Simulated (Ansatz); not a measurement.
# CH₂F₃Si radical: basis-set convergence

The task here is to estimate one member of a computed series from the others.

The runs use Ansatz 0.2.0, Gaussian basis; one geometry, several basis sets.

Levels to be run: PBE0-D4/def2-SVP; ωB97M-V/def2-SVP; PBE0-D4/def2-QZVPP; ωB97M-V/def2-QZVPP; the functionals' def2-TZVPP values are taken from earlier runs.

## Structure used throughout

The geometry comes from an earlier relaxation with PBE0-D4 in a triple-zeta def2 set; it is a stationary point, not always the lowest conformer.

SMILES `FC(F)(F)[SiH2]`, 7 atoms, charge 0, spin multiplicity 2.

Atoms are counted from 1 here; the program's logs count them from 0.

Bond lengths: F1–C2 1.344 Å, C2–F3 1.344 Å, C2–F4 1.347 Å, C2–Si5 1.938 Å, Si5–H6 1.484 Å, Si5–H7 1.484 Å. Angles: F1–C2–F3 107.1°, F1–C2–F4 106.8°, F1–C2–Si5 111.9°, F3–C2–F4 106.8°, F3–C2–Si5 111.9°, F4–C2–Si5 112.0°, C2–Si5–H6 108.0°, C2–Si5–H7 108.0°, H6–Si5–H7 112.9°.

The first run:

Input file in.yaml:

```yaml
crystal:
  periodic: [false, false, false]
  atoms:
    - {symbol: F, position_ang: [-0.060934, -0.866227, 1.621446]}
    - {symbol: C, position_ang: [0.275112, -0.645323, 0.339509]}
    - {symbol: F, position_ang: [0.169845, -1.819196, -0.305566]}
    - {symbol: F, position_ang: [1.579948, -0.312845, 0.331341]}
    - {symbol: Si, position_ang: [-0.829616, 0.724995, -0.470668]}
    - {symbol: H, position_ang: [-0.670077, 1.969657, 0.321592]}
    - {symbol: H, position_ang: [-0.402979, 0.880939, -1.883454]}
basis:
  gaussian: {orbitals: def2-SVP}
magnetization: {spin_polarized: true, initial_magnetization: 1}
hamiltonian: {xc: pbe0, dispersion: d4}
output: {orbitals: {seedname: orbitals}}
```

Launch:

```console
> ansatz run in.yaml --threads 4 --pin off --events-out ev --progress --plain --max-ram 10444MiB
```

Among the steps run: PBE0-D4 in def2-SVP; ωB97M-V in def2-SVP; PBE0-D4 in def2-QZVPP; ωB97M-V in def2-QZVPP.

One of the session's tables, all rows but one given; the rest of the session is left out.

It belongs to the step «Functionals by basis». 

| functional | basis | HOMO (eV) | LUMO (eV) |
| --- | --- | --- | --- |
| PBE0-D4 | def2-SVP | -7.08 | -3.16 |
| PBE0-D4 | def2-TZVPP | -7.12 | -3.19 |
| PBE0-D4 | def2-QZVPP | -7.14 | -3.22 |
| ωB97M-V | def2-SVP | -8.84 | -1.46 |
| ωB97M-V | def2-TZVPP | -8.91 | -1.56 |
| ωB97M-V | def2-QZVPP | ? | ? |

Q: Estimate the row for ωB97M-V, def2-QZVPP from the others.

As computed: HOMO (eV): -8.94; LUMO (eV): -1.61. In the column «HOMO (eV)» it is the lowest.
